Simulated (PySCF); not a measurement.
**Solver options tried on ZnGa**

The same problem is solved with other solver options, one edit a run.

Method: each script names its method and basis; program: PySCF 2.14.0.

4 further runs of the same task are left out: 4 that didn't finish.

### Step 1. Where the work starts

ZnGa: 2 atoms, charge 0, spin multiplicity 2.

Bond lengths: Zn1–Ga2 2.395 Å.

### Step 2. Base script

File input.py:

```python
from pyscf import gto, dft

mol = gto.M(
    atom='Zn 0 0 0; Ga 0 0 2.395',
    basis='minao',
    charge=0,
    spin=1,
    verbose=3,
)
mf = dft.UKS(mol, xc='pw6b95')
mf.kernel()
mf.stability(internal=True, external=True)
mf.dip_moment()
print('orbital energies (hartree):', [e[max(0, n-3):n+3].round(4) for e, n in zip(mf.mo_energy, mol.nelec)])
```

Run with:

```
$ OMP_NUM_THREADS=1 python input.py
```

The log of this run is left out.

Base result: E(SCF) = -3706.083226 Eh, ⟨S²⟩ = 0.751, μ = 1.88 D, internal stable; real -> complex unstable; UHF/UKS -> GHF/GKS unstable.

The bond length is a typed value, not an optimised one.

### Step 3. Cycle limit 8

Variant 1 changes cycle limit: 50 → 8.

File input.py:

```python
from pyscf import gto, dft

mol = gto.M(
    atom='Zn 0 0 0; Ga 0 0 2.395',
    basis='minao',
    charge=0,
    spin=1,
    verbose=3,
)
mf = dft.UKS(mol, xc='pw6b95')
mf.max_cycle = 8
mf.kernel()
mf.stability(internal=True, external=True)
mf.dip_moment()
print('orbital energies (hartree):', [e[max(0, n-3):n+3].round(4) for e, n in zip(mf.mo_energy, mol.nelec)])
```

Run with:

```
$ OMP_NUM_THREADS=1 python input.py
```

### Step 4. DIIS space 20

Variant 2 changes DIIS space: default → 20.

input.py: that of step 2 with these lines changed.

```diff
@@ -10,2 +10,3 @@
 mf = dft.UKS(mol, xc='pw6b95')
+mf.diis_space = 20
 mf.kernel()
```

### Step 5. Smearing width 0.005 hartree

Variant 3 changes smearing width: none → 0.005 hartree; step after the SCF: stability → none.

input.py: that of step 2 with these lines changed.

```diff
@@ -1,2 +1,2 @@
-from pyscf import gto, dft
+from pyscf import gto, dft, scf
 
@@ -10,4 +10,4 @@
 mf = dft.UKS(mol, xc='pw6b95')
+mf = scf.addons.smearing_(mf, sigma=0.005, method='fermi')
 mf.kernel()
-mf.stability(internal=True, external=True)
 mf.dip_moment()
```

### Step 6. Initial guess sap

Variant 4 changes initial guess: minao → sap.

input.py: that of step 2 with these lines changed.

```diff
@@ -10,2 +10,3 @@
 mf = dft.UKS(mol, xc='pw6b95')
+mf.init_guess = 'sap'
 mf.kernel()
```

**Question.** What will these runs give? Wanted: for each run, E(SCF); from base; gap, α spin; SCF dipole; after the SCF.

As calculated:

```csv
run,E(SCF) (hartree),from base (eV),"gap, α spin (eV)",SCF dipole (D),after the SCF
base,-3706.083226,0,1.74,1.88,"unstable: real -> complex, UHF/UKS -> GHF/GKS"
cycle limit 8,-3706.083226,0.0000,1.74,1.88,"unstable: real -> complex, UHF/UKS -> GHF/GKS"
DIIS space 20,-3706.083226,0.0000,1.74,1.88,"unstable: real -> complex, UHF/UKS -> GHF/GKS"
smearing width 0.005 hartree,-3706.054132,+0.7917,n/a,1.89,n/a
initial guess sap,-3706.083226,0.0000,1.74,1.88,"unstable: real -> complex, UHF/UKS -> GHF/GKS"
```

What this shows: The SCF energy stays the same, to the digits that matter, with cycle limit 8 or DIIS space 20 or initial guess sap.
